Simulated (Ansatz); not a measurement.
# F3H3OSiSn: small, medium and large basis sets

One table from this session's results is given with a row withheld; the runs are named, their logs left out.

Method: one geometry, several basis sets; program: Ansatz 0.2.0, Gaussian basis.

Plan: PBE0-D4/def2-SVP; ωB97M-V/def2-SVP; PBE0-D4/def2-QZVPP; ωB97M-V/def2-QZVPP; the functionals' def2-TZVPP values are taken from earlier runs.

## The relaxed structure

All runs share one geometry, relaxed beforehand with PBE0-D4 in a triple-zeta def2 set. Sn takes the def2 core potential; no spin-orbit term is included.

SMILES `[F][Sn]([F])([F])[O][SiH3]`, 9 atoms, charge 0, spin multiplicity 1.

Atoms are counted from 1 here; the program's logs count them from 0.

Bond lengths: F1–Sn2 1.880 Å, Sn2–F3 1.885 Å, Sn2–F4 1.884 Å, Sn2–O5 1.899 Å, O5–Si6 1.654 Å, Si6–H7 1.485 Å, Si6–H8 1.485 Å, Si6–H9 1.481 Å. Angles: F1–Sn2–F3 108.1°, F1–Sn2–F4 108.1°, F1–Sn2–O5 109.5°, F3–Sn2–F4 107.6°, F3–Sn2–O5 111.7°, F4–Sn2–O5 111.7°, Sn2–O5–Si6 138.8°, O5–Si6–H7 110.0°, O5–Si6–H8 110.0°, O5–Si6–H9 106.7°, H7–Si6–H8 109.3°, H7–Si6–H9 110.4°, H8–Si6–H9 110.4°.

The first run:

Input file in.yaml:

```yaml
crystal:
  periodic: [false, false, false]
  atoms:
    - {symbol: F, position_ang: [2.586854, -1.849686, -0.229097]}
    - {symbol: Sn, position_ang: [1.113585, -0.847667, -0.827515]}
    - {symbol: F, position_ang: [1.749796, 0.497263, -1.984330]}
    - {symbol: F, position_ang: [0.001993, -1.987313, -1.835909]}
    - {symbol: O, position_ang: [0.197798, -0.114332, 0.665858]}
    - {symbol: Si, position_ang: [-1.107673, 0.853933, 0.973790]}
    - {symbol: H, position_ang: [-2.339433, 0.234690, 0.422676]}
    - {symbol: H, position_ang: [-0.908365, 2.187027, 0.351445]}
    - {symbol: H, position_ang: [-1.206055, 0.979788, 2.445982]}
basis:
  gaussian: {orbitals: def2-SVP}
hamiltonian: {xc: pbe0, dispersion: d4}
output: {orbitals: {seedname: orbitals}}
```

Launch:

```bash
$ ansatz run in.yaml --threads 8 --pin off --events-out ev --progress --plain --max-ram 18278MiB
```

Steps of the session up to this table: PBE0-D4 in def2-SVP; ωB97M-V in def2-SVP; PBE0-D4 in def2-QZVPP; ωB97M-V in def2-QZVPP.

One of the session's tables, all rows but one given; the rest of the session is left out.

It belongs to the step «Density functionals: the series». 

| functional | basis | HOMO (eV) | LUMO (eV) |
| --- | --- | --- | --- |
| PBE0-D4 | def2-SVP | -9.46 | -2.92 |
| PBE0-D4 | def2-TZVPP | -9.54 | -3.09 |
| PBE0-D4 | def2-QZVPP | -9.54 | -3.11 |
| ωB97M-V | def2-SVP | -11.71 | -0.73 |
| ωB97M-V | def2-TZVPP | ? | ? |
| ωB97M-V | def2-QZVPP | -11.84 | -1.07 |

Estimate the missing values for ωB97M-V, def2-TZVPP.

**Answer.** HOMO (eV): -11.84; LUMO (eV): -0.98.
